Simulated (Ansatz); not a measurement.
**C2H6O2SSi: a ladder of functionals and wavefunction methods**

An exercise on one series of results from a longer session: the logs are not shown, and one member is left open.

Computed with Ansatz 0.2.0, Gaussian basis. Level: functionals in def2-TZVPP, the program's frozen cores in correlated methods.

The runs, in order: PBE-D4, r2SCAN-D4, PBE0-D4, B3LYP-D4, ωB97X-V, ωB97M-V, B2PLYP; CCSD(T)/def2-TZVPP; MP2/def2-QZVPP; extrapolation to the limit.

## The relaxed structure

The geometry comes from an earlier relaxation with PBE0-D4 in a triple-zeta def2 set; it is a stationary point, not always the lowest conformer.

SMILES `O=COC[SiH2]S`, 12 atoms, charge 0, spin multiplicity 1.

Atoms are counted from 1 here; the program's logs count them from 0.

Bond lengths: O1–C2 1.196 Å, C2–O3 1.332 Å, C2–H7 1.099 Å, O3–C4 1.438 Å, C4–Si5 1.892 Å, C4–H8 1.093 Å, C4–H9 1.091 Å, Si5–S6 2.140 Å, Si5–H10 1.485 Å, Si5–H11 1.483 Å, S6–H12 1.342 Å. Angles: O1–C2–O3 126.0°, O1–C2–H7 125.0°, O3–C2–H7 109.0°, C2–O3–C4 116.1°, O3–C4–Si5 111.1°, O3–C4–H8 109.9°, O3–C4–H9 105.9°, Si5–C4–H8 110.5°, Si5–C4–H9 110.4°, H8–C4–H9 108.8°, C4–Si5–S6 105.6°, C4–Si5–H10 110.6°, C4–Si5–H11 109.3°, S6–Si5–H10 109.2°, S6–Si5–H11 113.0°, H10–Si5–H11 109.1°, Si5–S6–H12 94.0°.

Set-up of the first run:

in.yaml reads:

```yaml
crystal:
  periodic: [false, false, false]
  atoms:
    - {symbol: O, position_ang: [-1.402621, -0.112480, 2.109512]}
    - {symbol: C, position_ang: [-0.627152, -1.015644, 1.997986]}
    - {symbol: O, position_ang: [-0.061771, -1.427125, 0.864003]}
    - {symbol: C, position_ang: [-0.426085, -0.703683, -0.324274]}
    - {symbol: Si, position_ang: [0.762879, 0.733501, -0.639718]}
    - {symbol: S, position_ang: [-0.137746, 1.892409, -2.197540]}
    - {symbol: H, position_ang: [-0.269592, -1.646010, 2.824400]}
    - {symbol: H, position_ang: [-1.452529, -0.339537, -0.237184]}
    - {symbol: H, position_ang: [-0.376601, -1.424696, -1.141081]}
    - {symbol: H, position_ang: [2.079722, 0.230151, -1.105669]}
    - {symbol: H, position_ang: [0.951693, 1.498108, 0.616998]}
    - {symbol: H, position_ang: [1.036905, 2.259906, -2.733435]}
basis:
  gaussian: {orbitals: def2-TZVPP}
hamiltonian: {xc: pbe, dispersion: d4}
output: {forces: true, orbitals: {seedname: orbitals}}
```

Launch:

```sh
$ ansatz run in.yaml --threads 2 --pin off --events-out ev --progress --plain --max-ram 22528MiB --backend cuda --devices 0, --max-vram 18GiB
```

Among the steps run: PBE-D4 (GGA); r2SCAN-D4 (meta-GGA); PBE0-D4 (hybrid); B3LYP-D4 (hybrid); ωB97X-V (range-separated); ωB97M-V (range-separated); B2PLYP (double hybrid); CCSD(T) in def2-TZVPP; MP2 in def2-QZVPP.

One table of the session follows, with a row left open; its other results are not shown here.

| method | atomisation energy (kJ/mol) |
| --- | --- |
| PBE-D4 | 4614.3 |
| r2SCAN-D4 | 4519.0 |
| PBE0-D4 | 4499.1 |
| B3LYP-D4 | 4484.5 |
| ωB97X-V | ? |
| ωB97M-V | 4516.3 |
| B2PLYP | 4437.3 |
| HF/def2-TZVPP | 3145.8 |
| MP2/def2-TZVPP | 4461.8 |
| CCSD/def2-TZVPP | 4280.1 |
| CCSD(T)/def2-TZVPP | 4364.2 |
| MP2/CBS | 4592.3 |
| CCSD(T)/CBS | 4494.7 |

Estimate the missing values for ωB97X-V.

As computed: atomisation energy (kJ/mol): 4519.9. In the column «atomisation energy (kJ/mol)» it lies between r2SCAN-D4 (4519.0) and MP2/CBS (4592.3).

To keep in mind: Free atoms (2 O, 2 C, 1 Si, 1 S, 6 H) were run apart at each level; the atomisation energy is their sum less the molecule, without zero-point or spin-orbit terms.
